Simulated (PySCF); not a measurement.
# C5H8Si: electronic excitations and core binding energies

Aim: predict the electronic excitations and core binding energies of C5H8Si (`C#CC1C[SiH2]C1`).

Computed with PySCF 2.14.0, with density-fitted response routines of our own, on a single molecule in the gas phase. Atoms are numbered from 0 throughout.

### 1 The molecule as given

14 atoms, charge 0, multiplicity 1; geometry from: GFN2-xTB.

Bonds of the start (Å): C0–C1 1.20, C1–C2 1.44, C2–C3 1.55, C3–Si4 1.91, Si4–C5 1.91, C5–C2 1.55, C0–H6 1.05, C2–H7 1.09, C3–H8 1.09, C3–H9 1.09, Si4–H10 1.46, Si4–H11 1.46, C5–H12 1.09, C5–H13 1.09.

### 2 Excited states and response: PBE0/def2-SVPD

The job: settings as JSON, then the geometry in Å.

```
{"job": {"kind": "uv", "xc": "PBE0", "basis": "def2-SVPD", "nstates": 8, "ntriplets": 3}, "charge": 0, "multiplicity": 1}
C      2.802575    -0.671387     0.430034
C      1.728349    -0.256718     0.101143
C      0.409449     0.215059    -0.240195
C     -0.214115     1.143532     0.834986
Si    -1.845830     0.150513     0.794122
C     -0.660799    -0.907594    -0.266590
H      3.752208    -1.026000     0.699119
H      0.453211     0.724458    -1.206784
H     -0.229360     2.192180     0.546759
H      0.326497     1.074329     1.777669
H     -2.939638     0.782267     0.054348
H     -2.316663    -0.422731     2.053444
H     -0.300247    -1.806564     0.230730
H     -0.966316    -1.191817    -1.270901
```

Level: TDDFT PBE0/def2-SVPD, vertical, gas phase, core orbitals frozen in the response.

Command:

```bash
> OMP_NUM_THREADS=1 python probes_run.py task.json out
```

The driver reads the jobs from task.json and runs them one after another.

Log:

```text
coarse grid: 12016 points
cycle   1  E = -484.0369443161  dE =  6.436e-01  |g| = 4.282e-01  |ddm| = 9.899e+00
cycle   2  E = -484.0245644160  dE =  1.238e-02  |g| = 4.717e-01  |ddm| = 2.442e+00
cycle   3  E = -484.0866767190  dE = -6.211e-02  |g| = 7.292e-02  |ddm| = 9.460e-01
cycle   4  E = -484.0876185618  dE = -9.418e-04  |g| = 4.418e-02  |ddm| = 2.015e-01
cycle   5  E = -484.0880634953  dE = -4.449e-04  |g| = 1.570e-02  |ddm| = 7.676e-02
cycle   6  E = -484.0881249623  dE = -6.147e-05  |g| = 2.211e-03  |ddm| = 3.244e-02
cycle   7  E = -484.0881262747  dE = -1.312e-06  |g| = 3.793e-04  |ddm| = 8.108e-03
final grid: 110944 points
cycle   8  E = -484.1557284411  dE = -2.684e-05  |g| = 6.252e-03  |ddm| = 1.579e-01
cycle   9  E = -484.1557199199  dE =  8.521e-06  |g| = 8.383e-03  |ddm| = 2.855e-02
cycle  10  E = -484.1557386268  dE = -1.871e-05  |g| = 1.675e-03  |ddm| = 1.409e-02
cycle  11  E = -484.1557393221  dE = -6.953e-07  |g| = 3.734e-04  |ddm| = 2.763e-03
cycle  12  E = -484.1557393558  dE = -3.366e-08  |g| = 9.015e-05  |ddm| = 9.329e-04
cycle  13  E = -484.1557393579  dE = -2.145e-09  |g| = 1.825e-05  |ddm| = 2.882e-04
cycle  14  E = -484.1557393580  dE = -1.063e-10  |g| = 2.512e-06  |ddm| = 6.818e-05
converged SCF energy = -484.1557393580

Static polarisability (au): isotropic 82.263, principal 67.920 70.114 108.756

Singlet excitations
state   eV       nm        f      main configurations
  1   6.1896    200.3   0.00084   H->L 0.87, H->L+6 0.10
  2   6.5371    189.7   0.05421   H-1->L 0.64, H->L+1 0.15
  3   6.6825    185.5   0.00093   H-1->L+1 0.46, H-1->L+3 0.23, H-1->L+4 0.16
  4   7.0382    176.2   0.08297   H->L+1 0.77, H-1->L 0.12
  5   7.1064    174.5   0.07827   H-2->L 0.94
  6   7.1806    172.7   0.01304   H-1->L+1 0.41, H-1->L+2 0.18, H-1->L+3 0.12
  7   7.3294    169.2   0.00089   H->L+6 0.38, H-3->L 0.32, H-1->L+3 0.10
  8   7.3860    167.9   0.06256   H-1->L+6 0.25, H->L+2 0.25, H->L+3 0.22

Triplet excitations (Tamm-Dancoff, eV): 5.3128 5.7515 5.8073
```

It took 52 s on 1 thread of Arm Neoverse N1, shared host; peak memory 0.75 GiB.

Frontier orbitals and where they lie:

| orbital | eV | atoms |
| --- | --- | --- |
| HOMO−3 | -8.93 | Si4 18 %, C1 16 %, C2 14 % |
| HOMO−2 | -8.20 | C5 26 %, C3 26 %, Si4 19 % |
| HOMO−1 | -7.61 | C0 38 %, C1 35 %, C3 6 % |
| HOMO | -7.53 | C0 33 %, C1 30 %, C2 8 % |
| LUMO | -0.01 | Si4 32 %, H11 11 %, H10 10 % |
| LUMO+1 | 0.50 | Si4 26 %, H7 9 %, C2 8 % |
| LUMO+2 | 1.04 | Si4 36 %, C0 10 %, H10 10 % |

With each of the 8 states as a Gaussian band of 0.4 eV half-width at 1/e, the curve within the window shown has maxima at 174 nm (ε 8,800) L/(mol cm). Beyond the last state computed it falls off for lack of states. The curve at chosen wavelengths:

| nm | ε (L/mol/cm) |
| --- | --- |
| 161 | 2199 |
| 163 | 3374 |
| 166 | 5452 |
| 168 | 6812 |
| 171 | 8335 |
| 173 | 8792 |
| 175 | 8746 |
| 178 | 7899 |
| 180 | 7032 |
| 183 | 5658 |
| 185 | 4837 |
| 187 | 4131 |
| 190 | 3255 |
| 192 | 2752 |
| 195 | 2071 |
| 197 | 1662 |
| 199 | 1295 |
| 202 | 839 |
| 204 | 604 |
| 207 | 349 |
| 209 | 233 |
| 211 | 152 |
| 214 | 77 |
| 216 | 48 |
| 219 | 22 |
| 221 | 13 |

Leading natural transition orbitals of singlet state 4: the hole lies on C0 33 %; C1 24 %; C2, C3, C5 about 7 % each; the particle on H7 17 %; 6 H atoms about 9 % each.

Leading natural transition orbitals of singlet state 1: the hole lies on C0 36 %; C1 27 %; C2, C3, C5 about 6 % each; the particle on C0, C1 about 14 % each; Si4 13 %; H10, H11 about 11 % each.

Further results of this job:

| property | computed |
| --- | --- |
| dipole moment (D) | 0.65 |
| polarisability (Å³) | 12.19 |
| HOMO–LUMO gap (eV) | 7.52 |
| −ε(HOMO) (eV) | 7.53 |

The fields below are evaluated on a grid from the run's orbitals.

Frontier orbitals at PBE0/def2-SVPD, with the share of their density that lies nearest to each atom:

| orbital | energy (eV) | lies on |
| --- | --- | --- |
| HOMO | -7.53 | C0 36 %; C1 27 % |
| LUMO | -0.01 | H10, H11 about 18 % each; Si4 17 %; C0, C3, C5 about 6 % each |

ELF in a plane through or near 4 of the atoms.

Values, 10 rows by 14 columns:
```
0.00 0.00 0.00 0.00 0.00 0.00 0.00 0.00 0.00 0.00 0.00 0.00 0.00 0.00
0.00 0.00 0.00 0.00 0.00 0.00 0.00 0.03 0.02 0.00 0.00 0.00 0.00 0.00
0.00 0.00 0.00 0.00 0.00 0.00 0.09 0.86 0.85 0.02 0.00 0.00 0.00 0.00
0.00 0.00 0.00 0.14 0.37 0.07 0.16 0.88 0.81 0.10 0.08 0.01 0.00 0.00
0.00 0.00 0.05 0.47 0.74 0.61 0.53 0.84 0.63 0.42 0.99 0.78 0.00 0.00
0.00 0.00 0.08 0.55 0.84 0.57 0.25 0.68 0.30 0.67 1.00 0.96 0.00 0.00
0.00 0.00 0.02 0.33 0.54 0.35 0.29 0.57 0.64 0.22 0.67 0.25 0.00 0.00
0.00 0.00 0.00 0.00 0.04 0.00 0.12 0.96 0.92 0.04 0.00 0.00 0.00 0.00
0.00 0.00 0.00 0.00 0.00 0.00 0.04 0.41 0.35 0.00 0.00 0.00 0.00 0.00
0.00 0.00 0.00 0.00 0.00 0.00 0.00 0.00 0.00 0.00 0.00 0.00 0.00 0.00
```
The map spans 12.9 Å across and 9.1 Å up, centred on the molecule. Atoms in the plane (x, y in Å): C2 (-0.4, 0.0), H8 (0.6, 2.0), H10 (3.0, 0.0), H13 (0.6, -2.0).

On the surface of density 0.002 e/bohr³ the electrostatic potential runs, from the 1st to the 99th percentile, from -0.89 V near C0 to 1.21 V near H6.

### 3 Core holes by ΔSCF: SCAN, X2C

The job, as its differences from that of step 2:

```diff
@@ -1,2 +1,2 @@
-{"job": {"kind": "uv", "xc": "PBE0", "basis": "def2-SVPD", "nstates": 8, "ntriplets": 3}, "charge": 0, "multiplicity": 1}
+{"job": {"kind": "xps"}, "charge": 0, "multiplicity": 1}
 C      2.802575    -0.671387     0.430034
```

With the program's defaults for keys left out, this is: delta-SCF UKS SCAN, pcX-2 on the ionised atom, pcseg-1 elsewhere, spin-free X2C.

Log:

```text
ground state, core basis on atom 0 (C), 159 functions
  cycle   1  E = -485.13119157  |g| = 5.82e-01
  cycle   2  E = -485.04048537  |g| = 7.83e-01
  cycle   3  E = -485.21709918  |g| = 1.66e-01
  cycle   4  E = -485.22248740  |g| = 9.32e-02
  cycle   5  E = -485.22459592  |g| = 2.35e-02
  cycle   6  E = -485.22473378  |g| = 5.89e-03
  cycle   7  E = -485.22474297  |g| = 9.90e-04
  cycle   8  E = -485.22474241  |g| = 3.41e-04
  E(ground) = -485.26657346 Eh
hole in C 1s of atom 0
  cycle   1  E = -473.99768697  |g| = 1.50e+00
  cycle   2  E = -471.41040062  |g| = 2.45e+00
  cycle   3  E = -474.30386566  |g| = 6.74e-01
  cycle   4  E = -474.44510814  |g| = 5.27e-01
  cycle   5  E = -474.55058412  |g| = 2.38e-01
  cycle   6  E = -474.57548849  |g| = 5.78e-02
  cycle   7  E = -474.57749240  |g| = 1.71e-02
  cycle   8  E = -474.57777881  |g| = 8.10e-03
  cycle   9  E = -474.57790181  |g| = 5.07e-03
  cycle  10  E = -474.57797307  |g| = 2.59e-03
  cycle  11  E = -474.57798256  |g| = 1.49e-03
  cycle  12  E = -474.57798415  |g| = 3.53e-04
  E(ion) = -474.61861573 Eh   <S^2> = 0.8152   hole on atom = 1.000   binding energy = 289.746 eV
ground state, core basis on atom 1 (C), 159 functions
  cycle   1  E = -485.22443514  |g| = 6.75e-02
  cycle   2  E = -485.22214099  |g| = 1.01e-01
  cycle   3  E = -485.22430420  |g| = 4.41e-02
  cycle   4  E = -485.22479012  |g| = 9.62e-03
  cycle   5  E = -485.22481400  |g| = 9.22e-04
  cycle   6  E = -485.22481423  |g| = 2.97e-04
  E(ground) = -485.26686086 Eh
hole in C 1s of atom 1
  cycle   1  E = -473.98587673  |g| = 1.51e+00
  cycle   2  E = -472.29235017  |g| = 2.18e+00
  cycle   3  E = -474.41182644  |g| = 4.86e-01
  cycle   4  E = -474.53829589  |g| = 1.65e-01
  cycle   5  E = -474.55284478  |g| = 6.87e-02
  cycle   6  E = -474.55533679  |g| = 2.73e-02
  cycle   7  E = -474.55594305  |g| = 1.99e-02
  cycle   8  E = -474.55637890  |g| = 1.53e-02
  cycle   9  E = -474.55678658  |g| = 8.12e-03
  cycle  10  E = -474.55700272  |g| = 4.65e-03
  cycle  11  E = -474.55701458  |g| = 2.36e-03
  cycle  12  E = -474.55701640  |g| = 1.37e-03
  cycle  13  E = -474.55701977  |g| = 2.05e-04
  E(ion) = -474.59755272 Eh   <S^2> = 0.8530   hole on atom = 1.000   binding energy = 290.327 eV
ground state, core basis on atom 2 (C), 159 functions
  cycle   1  E = -485.22192915  |g| = 6.20e-02
  cycle   2  E = -485.22114282  |g| = 6.08e-02
  cycle   3  E = -485.22130348  |g| = 5.53e-02
  cycle   4  E = -485.22209710  |g| = 1.02e-02
  cycle   5  E = -485.22212111  |g| = 8.07e-04
  cycle   6  E = -485.22212345  |g| = 1.84e-04
  E(ground) = -485.26279507 Eh
hole in C 1s of atom 2
  cycle   1  E = -473.94337887  |g| = 1.52e+00
  cycle   2  E = -472.82288140  |g| = 2.09e+00
  cycle   3  E = -474.30527516  |g| = 6.48e-01
  cycle   4  E = -474.36771253  |g| = 5.24e-01
  cycle   5  E = -474.51573922  |g| = 8.13e-02
  cycle   6  E = -474.51841297  |g| = 2.17e-02
  cycle   7  E = -474.51868860  |g| = 7.49e-03
  cycle   8  E = -474.51874150  |g| = 3.53e-03
  cycle   9  E = -474.51876034  |g| = 2.65e-03
  cycle  10  E = -474.51877329  |g| = 1.61e-03
  cycle  11  E = -474.51878228  |g| = 9.36e-04
  cycle  12  E = -474.51878698  |g| = 5.77e-04
  cycle  13  E = -474.51878931  |g| = 3.04e-04
  E(ion) = -474.55878814 Eh   <S^2> = 0.7758   hole on atom = 1.000   binding energy = 291.271 eV
ground state, core basis on atom 3 (C), 159 functions
  cycle   1  E = -485.22130664  |g| = 5.80e-02
  cycle   2  E = -485.22125415  |g| = 2.28e-02
  cycle   3  E = -485.22125253  |g| = 2.26e-02
  cycle   4  E = -485.22137919  |g| = 4.49e-03
  cycle   5  E = -485.22138332  |g| = 1.14e-03
  cycle   6  E = -485.22138405  |g| = 2.28e-04
  E(ground) = -485.26241782 Eh
hole in C 1s of atom 3
  cycle   1  E = -473.98639210  |g| = 1.52e+00
  cycle   2  E = -473.02104463  |g| = 1.98e+00
  cycle   3  E = -474.45221946  |g| = 4.86e-01
  cycle   4  E = -474.41728693  |g| = 5.23e-01
  cycle   5  E = -474.56545198  |g| = 9.79e-02
  cycle   6  E = -474.56991395  |g| = 2.77e-02
  cycle   7  E = -474.57030230  |g| = 6.46e-03
  cycle   8  E = -474.57032774  |g| = 3.11e-03
  cycle   9  E = -474.57033510  |g| = 1.51e-03
  cycle  10  E = -474.57033989  |g| = 7.75e-04
  cycle  11  E = -474.57034113  |g| = 4.77e-04
  E(ion) = -474.60993196 Eh   <S^2> = 0.7713   hole on atom = 1.000   binding energy = 289.869 eV
ground state, core basis on atom 4 (Si), 170 functions
  cycle   1  E = -485.31536323  |g| = 2.86e-01
  cycle   2  E = -485.31538297  |g| = 3.70e-02
  cycle   3  E = -485.31520524  |g| = 3.78e-02
  cycle   4  E = -485.31546750  |g| = 1.79e-02
  cycle   5  E = -485.31554589  |g| = 5.74e-03
  cycle   6  E = -485.31555341  |g| = 5.14e-04
  cycle   7  E = -485.31555248  |g| = 1.06e-04
  E(ground) = -485.31490854 Eh
hole in Si 1s of atom 4
  cycle   1  E = -416.39602493  |g| = 4.35e+00
  cycle   2  E = -415.11987004  |g| = 2.51e+00
  cycle   3  E = -408.76496439  |g| = 2.84e+00
  cycle   4  E = -417.36286106  |g| = 4.13e-01
  cycle   5  E = -417.40300920  |g| = 3.19e-01
  cycle   6  E = -417.45795778  |g| = 8.32e-02
  cycle   7  E = -417.46165697  |g| = 3.35e-02
  cycle   8  E = -417.46186370  |g| = 2.63e-02
  cycle   9  E = -417.46222543  |g| = 5.90e-03
  cycle  10  E = -417.46224296  |g| = 1.07e-03
  cycle  11  E = -417.46224328  |g| = 3.96e-04
  E(ion) = -417.46915473 Eh   <S^2> = 0.7526   hole on atom = 1.000   binding energy = 1846.177 eV
hole in Si 2p of atom 4
  cycle   1  E = -481.05472243  |g| = 1.24e+00
  cycle   2  E = -479.78121223  |g| = 1.61e+00
  cycle   3  E = -481.09847176  |g| = 6.44e-01
  cycle   4  E = -481.36934377  |g| = 1.66e-01
  cycle   5  E = -481.34541610  |g| = 2.68e-01
  cycle   6  E = -481.38378359  |g| = 4.39e-02
  cycle   7  E = -481.38474694  |g| = 1.48e-02
  cycle   8  E = -481.38486227  |g| = 4.38e-03
  cycle   9  E = -481.38487382  |g| = 9.69e-04
  cycle  10  E = -481.38487392  |g| = 3.08e-04
  E(ion) = -481.39543736 Eh   <S^2> = 0.7521   hole on atom = 1.002   binding energy = 106.654 eV
  2p3/2 = 106.451 eV   2p1/2 = 107.074 eV
```

Run time: 2 min. Hardware: 1 thread of Arm Neoverse N1, shared host; peak memory 0.55 GiB.

Binding energies by hole, beside the orbital energy of the ground state; the difference holds orbital relaxation and, for a density functional, its self-interaction error:

| hole | stands for | environment | ΔSCF (eV; 2p as the shell's mean) | −ε (eV) | ⟨S²⟩ |
| --- | --- | --- | --- | --- | --- |
| C1s on C0 | C0 | terminal alkyne carbon | 289.75 | 273.1 | 0.815 |
| C1s on C1 | C1 | alkyne carbon | 290.33 (doubtful) | 273.5 | 0.853 |
| C1s on C2 | C2 | propargylic sp3 CH | 291.27 | 274.6 | 0.776 |
| C1s on C3 | C3, C5 | sp3 CH2 bonded to Si | 289.87 | 273.4 | 0.771 |
| Si1s on Si4 | Si4 | silicon bonded to 2 C, 2 H, in a 4-membered ring | 1846.18 | 1793.2 | 0.753 |
| Si2p on Si4 | Si4 | silicon bonded to 2 C, 2 H, in a 4-membered ring | 106.66 | 96.0 | 0.752 |

Each hole run stands for the others of its class of like atoms.

Doubtful: the ion did not converge, its hole moved, or its ⟨S²⟩ is well above 0.75.

With the spin-orbit splitting: Si4 2p3/2 106.45, 2p1/2 107.07 eV. The table gives each 2p level as the mean over the whole 2p shell (two parts 2p3/2, one part 2p1/2), which differs a little from the single hole in the log.

### 4 Outcome

```
                                                    quantity                               value
                             lowest singlet (PBE0/def2-SVPD)         6.19 eV (200 nm), f = 0.001
                    brightest single state of those computed         state 4, 7.04 eV, f = 0.083
                                              lowest triplet                             5.31 eV
                       surface potential, 1st and 99th percentile                  -0.89 V and 1.21 V
C1s binding energies, SCAN/pcX-2 (standing for 4 of 5 atoms)  C2 291.27, C3 289.87, C0 289.75 eV
                           Si1s binding energies, SCAN/pcX-2                      Si4 1846.18 eV
                           Si2p binding energies, SCAN/pcX-2                       Si4 106.66 eV
```

What this shows: The lowest singlet, at 6.19 eV, is HOMO→LUMO 0.87, HOMO→LUMO+6 0.10 and is dark; of the 8 states computed, the strongest absorption comes from state 4 at 7.04 eV (the last state computed is bright too, and its partners may lie past the list). The lowest triplet lies 0.88 eV below the lowest singlet (triplets in Tamm-Dancoff, singlets in full TDDFT). C2 (propargylic sp3 CH) binds its C1s electron 1.53 eV more tightly than C0 (terminal alkyne carbon). Only 4 of the 5 C atoms are covered by sound results.
